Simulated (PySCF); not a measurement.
# C7H12O: the cost of one run

Programs: PySCF 2.14.0, with routines of our own; each step states its level. All values are computed. Atoms count from 0.

### 1 The starting structure

20 atoms, charge 0, multiplicity 1; geometry from: GFN2-xTB.

### 2 Magnetic properties: GIAO PBE/pcSseg-1

The job: settings as JSON, then the geometry in Å.

```
{"job": {"kind": "mag", "xc": "PBE", "basis": "pcSseg-1", "isotopologues": 2}, "charge": 0, "multiplicity": 1}
C      1.932873     1.242342     0.307637
C      1.037318     0.589304    -0.737297
C     -0.030701    -0.352292    -0.161935
C      0.580034    -1.491813     0.652145
C     -1.126130     0.398678     0.634557
C     -2.364864     0.083284    -0.153678
C     -2.028674    -0.660748    -1.196601
O     -0.708126    -0.949234    -1.293134
H      2.560834     0.504815     0.799771
H      2.580324     1.972985    -0.171691
H      1.343004     1.754206     1.064474
H      0.520791     1.361733    -1.312903
H      1.648649     0.013425    -1.434854
H     -0.203581    -2.191581     0.934488
H      1.051997    -1.110951     1.552691
H      1.316655    -2.023194     0.054943
H     -0.940204     1.474764     0.666970
H     -1.191726     0.037242     1.663107
H     -3.343657     0.430927     0.107475
H     -2.639962    -1.073211    -1.979201
```

Method: GIAO PBE/pcSseg-1 magnetisability, rotational g tensor and spin-rotation constants, non-relativistic, gas phase.

Command:

```console
OMP_NUM_THREADS=1 python excited_run.py task.json out
```

One launch serves the whole session: the jobs run in the order shown.

Q: Estimate the wall time and peak memory of this first job on 1 thread of Intel Xeon 6975P-C, shared host.

About 42 s, with a peak of 0.71 GiB.
